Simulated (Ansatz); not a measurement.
What does this script print? It uses Ansatz 0.2.0, Python API.

`fdcheck.py`:
```python
# -*- coding: utf-8 -*-
"""Forces and pressure of Cd against finite differences of the energy, atoms off their sites."""

import warnings

import ansatz as az
import numpy as np

vectors0 = np.array([
    [2.97887, 0.0, 0.0],
    [-1.48944, 2.57978, 0.0],
    [0.0, 0.0, 5.61765],
])
sites = [
    ("Cd", [0.35524, 0.68606, 0.24904]),
    ("Cd", [0.68757, 0.35064, 0.7467]),
]


def make_crystal(cell):
    crystal = az.Crystal(lattice=az.Lattice.of(cell))
    for symbol, position in sites:
        crystal = crystal.atom(symbol, position)
    return crystal


def main():
    warnings.simplefilter("ignore", az.DeckWarning)

    def solve(crystal):
        return (
            crystal.calculation()
            .functional("r2scan")
            .eigensolver("davidson", full_accuracy=True)
            .occupations(az.OccupationsMethod.FERMI_DIRAC)
            .basis(650, xc_grid=2)  # a bare number is in eV
            .kpoints(8, 8, 4)
            .scf(tolerance=1e-09)
            .forces()  # minus the gradient of the free energy
            .stress()  # positive in compression
            .run(threads=1)
        ).report


    centre = solve(make_crystal(vectors0))
    start = make_crystal(vectors0)
    # central difference: F = -(E(+h) - E(-h)) / 2h
    print(f"force on atom 1 along y: analytic {centre['forces_ev_ang'][1][1]:.4f} eV/A")
    for h in (0.005, 0.02):
        shift = np.eye(3)[1] * h @ np.linalg.inv(vectors0)
        plus, minus = (solve(start.move(1, to=np.array(sites[1][1]) + sign * shift))["lagrangian_ev"] for sign in (1, -1))
        print(f"  step {h} A: numerical {-(plus - minus) / (2 * h):.4f} eV/A")
    # P = -dF/dV; the difference feels the change of the plane-wave count with the cell
    volume = abs(np.linalg.det(vectors0))
    larger, smaller = (solve(make_crystal(vectors0 * (1 + sign * 0.005) ** (1 / 3)))["lagrangian_ev"] for sign in (1, -1))
    numerical = -(larger - smaller) / (0.01 * volume) * 160.21766
    print(f"pressure: analytic {np.trace(centre['stress_gpa']) / 3:.3f}, numerical {numerical:.3f} GPa")


if __name__ == "__main__":
    main()
```

Running `python fdcheck.py` prints:
```text
force on atom 1 along y: analytic 0.0016 eV/A
  step 0.005 A: numerical 0.0016 eV/A
  step 0.02 A: numerical 0.0017 eV/A
pressure: analytic 0.748, numerical 0.748 GPa
```

Notes:
- The settings weren't tested for convergence.
- For a metal this k-point mesh is coarse: on a finer one energies can move by several to tens of meV an atom and pressures by half a GPa or more, differences at one mesh by less.
- The program warned that this SCF threshold is loose for forces or stresses.
- Pressure is positive in compression.
- The cell is a database structure, distorted on purpose.
- The central difference errs as the square of the step, so the shorter step is the fairer test; what remains comes from the finite grid and the SCF threshold.
- The script silences the warnings on its input, which a real study should read.
- It ran for 4.5 min on 1 thread of Arm Neoverse V2, on a shared host, peak memory 0.5 GiB.
